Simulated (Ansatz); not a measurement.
# Cu: a line through a two-coordinate scan

The task here is to estimate one member of a computed series from the others.

Method: DFT PBEsol, scalar-relativistic, plane waves, PAW, in Ansatz 0.2.0.

1 further run of the same task is left out (set aside as unsound or not needed). Runs told in other sessions of the task aren't counted.

## Starting point

Symmetry: Cmcm, No. 63, orthorhombic system. The conventional cell has a = 2.429 Å, b = 7.919 Å, c = 2.468 Å, α = 90.00°, β = 90.00°, γ = 90.00°. Cu (site symmetry m2m) is surrounded by 10 Cu at 2.43 to 2.53 Å.

Structure file:

```cif
data_structure
_symmetry_space_group_name_H-M 'Cmcm'
_symmetry_Int_Tables_number 63
_cell_length_a 2.4294
_cell_length_b 7.9189
_cell_length_c 2.4676
_cell_angle_alpha 90.000
_cell_angle_beta 90.000
_cell_angle_gamma 90.000
_cell_volume 47.47
loop_
_atom_site_label
_atom_site_type_symbol
_atom_site_symmetry_multiplicity
_atom_site_Wyckoff_symbol
_atom_site_fract_x
_atom_site_fract_y
_atom_site_fract_z
_atom_site_occupancy
Cu1 Cu 4 c 0.00000 0.86615 0.25000 1
```

It goes back to an entry of the Materials Project, which need not be the stable form.

It is the result of an earlier relaxation at this level (volume 11.87 Å³/atom; gap on the mesh: none (metal)).

## What is varied

The energy is mapped over volume and the cell's shape.

The axes are (1) volume per atom: 5 values from 10.44 to 13.29 Å³; (2) stretch along a over the lengths across it, relative to the relaxed cell: 5 values from 0.923 to 1.083.

Nothing else is relaxed (fractional coordinates fixed). Energies count from the relaxed crystal. Points are written as (first, second).

The first run:

Contents of input.yaml:

```yaml
crystal:
  lattice:
    - [1.1333331948, -3.8453806926, 0.0]
    - [1.1333331948, 3.8453806926, 0.0]
    - [0.0, 0.0, 2.3964584993]
  atoms:
    - { symbol: Cu, position: [0.1338543804, 0.8661456196, 0.25] }
    - { symbol: Cu, position: [0.8661456196, 0.1338543804, 0.75] }
basis:
  ecutwfc: 520.0
kpoints:
  mp_grid: { grid: [22, 22, 20] }
hamiltonian:
  xc: pbesol
  pseudopotentials: { kind: paw, azcp: { folder: soft_1 } }
scf:
  occupations: { method: gaussian, width: 0.15 }
output:
  forces: true
  stress: true
  eigenvalues: true
```

Started as:

```
$ ansatz run input.yaml --threads 2 --pin off --max-ram 4096MiB --backend cpu --events-out ev --progress --plain --runs-dir out
```

Steps of the session up to this table: Grid point (10.44 Å³, 0.961); Point (11.16 Å³, 0.961); Point (11.87 Å³, 0.961); Point (12.58 Å³, 0.961); Point (13.29 Å³, 0.961).

One table of the session follows, with a row left open; its other results are not shown here.

| volume per atom (Å³) | energy (meV/atom) | slope (meV/atom per Å³) | pressure (GPa) | largest force on an atom (eV/Å) |
| --- | --- | --- | --- | --- |
| 10.44 | 117 | −168 | 27.0 | 0.35 |
| 11.16 | 34 | −70 | 11.2 | 0.21 |
| 11.87 | 11 | −1 | 0.1 | 0.09 |
| 12.58 | ? | ? | ? | ? |
| 13.29 | 75 | 81 | −13.0 | 0.06 |

Estimate the missing values for volume per atom (Å³) = 12.58.

Worked estimate for «energy (meV/atom)». A straight line through the neighbours (11.87, 11) and (13.29, 75) gives 11 + (75 − 11) × (12.58 − 11.87) / (13.29 − 11.87) = 43; a parabola fitted to 3 rows on both sides gives 25.

As computed: energy (meV/atom): 29; slope (meV/atom per Å³): 47; pressure (GPa): −7.6; largest force on an atom (eV/Å): 0.01. In «energy (meV/atom)» the line misses by +14 and the parabola by -4.

Energies count from the relaxed crystal. Slopes come from the forces (and the stress, where the cell changes), not from differences of energies.

To keep in mind: A rigid map gives upper bounds: relaxing the other coordinates can only lower a point. Warnings in the runs' records: pseudo functional mismatch.
